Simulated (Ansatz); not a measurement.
# C₂H₆AlFOSi: a ladder of functionals and wavefunction methods

The task here is to estimate one member of a computed series from the others.

The runs use Ansatz 0.2.0, Gaussian basis; functionals in def2-TZVPP, the program's frozen cores in correlated methods.

The runs, in order: PBE-D4, r2SCAN-D4, PBE0-D4, B3LYP-D4, ωB97X-V, ωB97M-V, B2PLYP; CCSD(T)/def2-TZVPP; MP2/def2-QZVPP; extrapolation to the limit.

### The relaxed structure

The geometry comes from an earlier relaxation with PBE0-D4 in a triple-zeta def2 set; it is a stationary point, not always the lowest conformer.

SMILES `C[SiH]1C[O][Al]1[F]`, 12 atoms, charge 0, spin multiplicity 1.

Atoms are counted from 1 here; the program's logs count them from 0.

Bond lengths: C1–Si2 1.874 Å, C1–H7 1.093 Å, C1–H8 1.092 Å, C1–H9 1.092 Å, Si2–C3 1.934 Å, Si2–Al5 2.395 Å, Si2–H10 1.492 Å, C3–O4 1.442 Å, C3–H11 1.096 Å, C3–H12 1.095 Å, O4–Al5 1.720 Å, Al5–F6 1.645 Å. Angles: Si2–C1–H7 110.5°, Si2–C1–H8 111.2°, Si2–C1–H9 110.6°, H7–C1–H8 108.4°, H7–C1–H9 107.9°, H8–C1–H9 108.2°, C1–Si2–C3 116.2°, C1–Si2–Al5 124.5°, C1–Si2–H10 109.7°, C3–Si2–Al5 69.4°, C3–Si2–H10 112.5°, Al5–Si2–H10 118.2°, Si2–C3–O4 106.2°, Si2–C3–H11 111.7°, Si2–C3–H12 112.2°, O4–C3–H11 109.5°, O4–C3–H12 109.4°, H11–C3–H12 107.9° and more.

The first run:

in.yaml

```yaml
crystal:
  periodic: [false, false, false]
  atoms:
    - {symbol: C, position_ang: [0.184491, -0.115096, 1.941437]}
    - {symbol: Si, position_ang: [0.591164, 0.354472, 0.173183]}
    - {symbol: C, position_ang: [0.099338, -0.930365, -1.185746]}
    - {symbol: O, position_ang: [-0.825265, -0.254149, -2.061612]}
    - {symbol: Al, position_ang: [-0.969654, 1.313295, -1.369454]}
    - {symbol: F, position_ang: [-1.917886, 2.525983, -1.948422]}
    - {symbol: H, position_ang: [0.851405, -0.908079, 2.289241]}
    - {symbol: H, position_ang: [-0.845125, -0.467131, 2.028683]}
    - {symbol: H, position_ang: [0.308429, 0.743308, 2.605345]}
    - {symbol: H, position_ang: [2.021340, 0.767288, 0.077486]}
    - {symbol: H, position_ang: [-0.385613, -1.812411, -0.752156]}
    - {symbol: H, position_ang: [0.964277, -1.272315, -1.763685]}
basis:
  gaussian: {orbitals: def2-TZVPP}
hamiltonian: {xc: pbe, dispersion: d4}
output: {forces: true, orbitals: {seedname: orbitals}}
```

Command:

```
> ansatz run in.yaml --threads 4 --pin off --events-out ev --progress --plain --max-ram 10444MiB
```

Steps of the session up to this table: PBE-D4 (GGA); r2SCAN-D4 (meta-GGA); PBE0-D4 (hybrid); B3LYP-D4 (hybrid); ωB97X-V (range-separated); ωB97M-V (range-separated); B2PLYP (double hybrid); CCSD(T) in def2-TZVPP; MP2 in def2-QZVPP.

One table of the session follows, with a row left open; its other results are not shown here.

It belongs to the step «Atomisation energies». 

```
            method  atomisation energy (eV)
            PBE-D4                   48.158
         r2SCAN-D4                   47.610
           PBE0-D4                   47.287
          B3LYP-D4                   47.157
           ωB97X-V                   47.552
           ωB97M-V                   47.468
            B2PLYP                   46.811
     HF/def2-TZVPP                   34.703
    MP2/def2-TZVPP                   47.212
   CCSD/def2-TZVPP                        ?
CCSD(T)/def2-TZVPP                   46.193
           MP2/CBS                   48.493
       CCSD(T)/CBS                   47.475
```

Q: Estimate the row for CCSD/def2-TZVPP from the others.

**Answer.** atomisation energy (eV): 45.462. In the column «atomisation energy (eV)» it lies between HF/def2-TZVPP (34.703) and CCSD(T)/def2-TZVPP (46.193).

To keep in mind: Free atoms (2 C, 1 Si, 1 O, 1 Al, 1 F, 6 H) were run apart at each level; the atomisation energy is their sum less the molecule, without zero-point or spin-orbit terms.
